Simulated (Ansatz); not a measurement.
# Ge: band gap under strain

Aim: follow the gap of Ge in the diamond structure through these states: -2.0 % equal strain in all directions; -1.0 % equal strain in all directions; +1.0 % equal strain in all directions. The table at the end shows which levels were run.

Code: Ansatz 0.2.0. PAW datasets, plane waves. Spin-unpolarised throughout; all numbers are computed.

## 1. The structure to begin with

The unstrained cell was relaxed with r2SCAN; in each strained cell the atoms were relaxed again with r2SCAN. Names of k-points are those of the unstrained zone, where strain can split equivalent points. First state: -2.0 % equal strain in all directions.

The symmetry is Fd-3m (No. 227, cubic); a = 5.560 Å in the conventional setting, 21.49 Å³ an atom. Near Ge stand 4 Ge at 2.41 Å.

Structure file:

```cif
data_structure
_symmetry_space_group_name_H-M 'Fd-3m:1'
_symmetry_Int_Tables_number 227
_cell_length_a 5.5603
_cell_length_b 5.5603
_cell_length_c 5.5603
_cell_angle_alpha 90.000
_cell_angle_beta 90.000
_cell_angle_gamma 90.000
_cell_volume 171.90
loop_
_atom_site_label
_atom_site_type_symbol
_atom_site_symmetry_multiplicity
_atom_site_Wyckoff_symbol
_atom_site_fract_x
_atom_site_fract_y
_atom_site_fract_z
_atom_site_occupancy
Ge1 Ge 8 b 0.00000 0.00000 0.50000 1
```

From earlier runs on the unstrained cell: PBE 0.00 eV, r2SCAN 0.36 eV, HSE06 0.78 eV, r2SCAN+SOC 0.27 eV; a = 5.674 Å.

## 2. -2.0 % equal strain in all directions: PBE

input.yaml

```yaml
crystal:
  lattice:
    - [0.0, 2.7801360418, 2.7801360418]
    - [2.7801360418, 0.0, 2.7801360418]
    - [2.7801360418, 2.7801360418, 0.0]
  atoms:
    - { symbol: Ge, position: [0.0, 0.0, 0.0] }
    - { symbol: Ge, position: [0.25, 0.25, 0.25] }
kpoints:
  mp_grid: { grid: [8, 8, 8] }
  band_path:
    path:
      - [0.0, 0.0, 0.0]
      - [0.5, 0.0, 0.5]
      - [0.625, 0.25, 0.625]
      - [0.375, 0.375, 0.75]
      - [0.5, 0.5, 0.5]
      - [0.5, 0.25, 0.75]
      - [0.0, 0.0, 0.5]
    npoints: 1
hamiltonian:
  xc: pbe
scf:
  occupations: { method: fermi_dirac, width: 0.02 }
  n_extra_bands: 4
output:
  forces: true
  stress: true
  eigenvalues: true
```

The run is started by

```console
$ ansatz run input.yaml --threads 2 --pin off --max-ram 29491MiB --backend cpu --events-out ev --progress --plain --runs-dir out
```

Further steps of the session: -2.0 % equal strain in all directions: r2SCAN; -2.0 % equal strain in all directions: HSE06; -2.0 % equal strain in all directions: r2SCAN+SOC; -2.0 % equal strain in all directions: r2SCAN; -1.0 % equal strain in all directions: PBE; -1.0 % equal strain in all directions: r2SCAN; -1.0 % equal strain in all directions: HSE06; -1.0 % equal strain in all directions: r2SCAN+SOC; +1.0 % equal strain in all directions: PBE; +1.0 % equal strain in all directions: r2SCAN; +1.0 % equal strain in all directions: HSE06; +1.0 % equal strain in all directions: r2SCAN+SOC.

What does the calculation give?

**Answer**, as computed:

Least gap in eV (negative: overlap), with the change from the unstrained cell in brackets:

| state | volume change (%) | PBE | r2SCAN | HSE06 |
| --- | --- | --- | --- | --- |
| -2.0 % equal strain in all directions | -5.9 | 0.34 (+0.34) | 0.65 (+0.29) | 1.00 (+0.22) |
| -1.0 % equal strain in all directions | -3.0 | 0.23 (+0.23) | 0.54 (+0.18) | 0.89 (+0.11) |
| +1.0 % equal strain in all directions | +3.0 | 0.00 (+0.00) | 0.07 (-0.29) | 0.47 (-0.31) |

In words: With HSE06, of the states in the table +1.0 % equal strain in all directions shifts the gap most, by -0.305 eV. PBE and HSE06 differ by 0.78 eV on the unstrained gap, and by at most 0.31 eV on its change. Under +1.0 % equal strain in all directions PBE gives no gap, or under 0.02 eV, while HSE06 has one.
